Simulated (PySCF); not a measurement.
# C3H6OSeSi: the cost of one run

The runs use PySCF 2.14.0, with density-fitted response routines of our own; the level of theory stands in each step. All values are computed, except where a source is named. Atoms count from 0, in the outputs and in this text.

**1. The starting structure**

12 atoms, charge 0, multiplicity 1; geometry from: GFN2-xTB.

Bonds of the start (Å): O0–C1 1.16, C1–C2 1.29, C2–Si3 1.90, C2–C4 1.48, C4–Se5 2.01, Si3–H6 1.46, Si3–H7 1.46, Si3–H8 1.47, C4–H9 1.09, C4–H10 1.09, Se5–H11 1.45.

**2. Ultraviolet spectrum: CAM-B3LYP/def2-SVPD**

What the job is given:

```
{"job": {"kind": "uv", "xc": "CAM-B3LYP", "basis": "def2-SVPD", "nstates": 8, "ntriplets": 3}, "charge": 0, "multiplicity": 1}
O      0.348497     2.611141     1.141613
C      0.147885     1.611001     0.579460
C      0.055630     0.502281    -0.078098
Si     1.679440    -0.446583    -0.331242
C     -1.207816    -0.119999    -0.535911
Se    -1.935019    -1.494395     0.735370
H      1.587679    -1.714598     0.392176
H      2.779432     0.374782     0.159649
H      1.775509    -0.686572    -1.773983
H     -1.061925    -0.685370    -1.456557
H     -2.006338     0.609007    -0.674672
H     -2.161776    -0.561381     1.816169
```

With the program's defaults for keys left out, this is: TDDFT CAM-B3LYP/def2-SVPD, vertical, gas phase, core orbitals frozen in the response.

Command:

```bash
$ OMP_NUM_THREADS=1 python probes_run.py task.json out
```

One launch serves the whole session: the jobs run in the order shown.

**Question.** How long does this job take on 1 thread of Arm Neoverse V1, shared host, and how much memory does it need?

About 47 s, with a peak of 0.9 GiB.
